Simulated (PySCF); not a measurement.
# CaSe: bond curves at several levels of theory

One table from this session's results is given with a row withheld; the runs are named, their logs left out.

The runs use PySCF 2.14.0; Ca def2-TZVPP, Se def2-TZVPP, no relativity.

The first run:

The job is set up so:

| Item | Value |
| --- | --- |
| atoms | Ca, Se |
| charge | 0 |
| basis | Ca def2-TZVPP, Se def2-TZVPP |
| Hamiltonian | no relativity |
| basis functions | 84 |
| electrons treated | 54 |
| masses in u | 39.9626, 79.9165 |
| levels | PBE0, PBE, r²SCAN, PBEsol, r²SCANh, r²SCAN0, BHandHLYP, ωB97X, HF, MP2, SCS-MP2, CCSD, CCSD(T) |
| grid | 80 radial by 434 angular points |
| occupations | held fixed by the projection of orbital angular momentum |
| dissociation limit | Ca + Se, each in its ground configuration |
| starting distance in angstrom | 2.705 |
| values of 2S to try | 0, 2 |

Run with:

```
> OMP_NUM_THREADS=1 python dia.py task.json out
```

Steps of the session up to this table: The job; PBE0 along the bond; Excited determinants; PBE (GGA); r²SCAN; PBEsol; r²SCANh; r²SCAN0 (hybrid meta-GGA); BHandHLYP (global hybrid GGA); ωB97X (range-separated hybrid); RHF; Adding correlation.

One table of the session follows, with a row left open; its other results are not shown here.

It belongs to the step «The curves together». Energy (eV) from each level's lowest point:

```
R (Å)    RHF  RHF-MP2  RHF-SCS-MP2  RHF-CCSD  RHF-CCSD(T)
2.098  1.616    1.427        1.491       n/a          n/a
2.196  0.808    0.702        0.747     0.750        0.779
2.294      ?        ?            ?         ?            ?
2.367  0.115    0.093        0.111     0.107        0.125
2.440  0.016    0.010        0.018     0.015        0.026
2.513  0.000    0.000        0.000     0.000        0.000
2.611  0.076    0.070        0.060     0.067        0.051
2.733  0.278    0.246        0.224     0.243        0.206
2.879  0.605    0.534        0.494     0.524        0.467
3.074  1.081    0.988        0.914       n/a          n/a
```

Estimate the missing values for R (Å) = 2.294.

Worked estimate for «RHF». A straight line through the neighbours (2.196, 0.808) and (2.367, 0.115) gives 0.808 + (0.115 − 0.808) × (2.294 − 2.196) / (2.367 − 2.196) = 0.411; a parabola fitted to 4 rows on both sides gives 0.307.

**Answer.** RHF: 0.320; RHF-MP2: 0.271; RHF-SCS-MP2: 0.299; RHF-CCSD: 0.296; RHF-CCSD(T): 0.321. In «RHF» the line misses by +0.091 and the parabola by -0.013.
